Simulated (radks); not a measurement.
# Pb⁴⁺ in [Xe] 4f14 5d10: an all-electron calculation

An exercise on one series of results from a longer session: the logs are not shown, and one member is left open.

The numbers are computed with radks (a radial shooting solver on a logarithmic mesh, Libxc functionals) version 1 (scalar-relativistic Kohn-Sham, SOGGA, spin-polarised, spherical densities, finite nucleus), except any that are marked as measured or tabulated.

### The atom as given

```
element            : lead (Z = 82)
charge             : +4
electrons          : 78
configuration      : [Xe] 4f14 5d10
nuclear rms radius : 5.5012 fm
```

The outer shells:

Pb⁴⁺
```
[Xe] core
4f [↑↓][↑↓][↑↓][↑↓][↑↓][↑↓][↑↓]
5d [↑↓][↑↓][↑↓][↑↓][↑↓]
```

The first run:

Settings of this run:

```text
Z 82
configuration [Xe] 4f14 5d10
relativity scalar-relativistic
functional sogga,pbe
spin polarised
nucleus finite rms 5.5012 fm
c 137.035999084
```

Command:

```sh
$ python run_ks.py task.json out
```

The same process makes all the runs of this session.

Steps of the session up to this table: Self-consistent calculation.

One of the session's tables, all rows but one given; the rest of the session is left out.

It belongs to the step «Orbitals and density». Sizes of the orbitals, from the radial functions (bohr):

```
level      <r>  outermost maximum (interpolated)  90 % within  nodes
   1s  0.01606                           0.00985       0.0294      0
   2s  0.06763                            0.0572        0.105      1
   2p  0.06144                            0.0476        0.100      0
   3s   0.1746                             0.161        0.256      2
   3p   0.1765                             0.161        0.264      1
   3d   0.1600                             0.131        0.248      0
   4s   0.3844                             0.362        0.551      3
   4p   0.4101                             0.382        0.594      2
   4d   0.4310                             0.388        0.641      1
   5s   0.8532                             0.789         1.21      4
   4f   0.4538                             0.350        0.720      0
   5p        ?                                 ?            ?      ?
   5d    1.258                              1.07         1.88      2
```

Estimate the missing values for 5p.

As computed: <r>: 0.9744; outermost maximum (interpolated): 0.882; 90 % within: 1.40; nodes: 3. In the column «<r>» it lies between 5s (0.8532) and 5d (1.258).
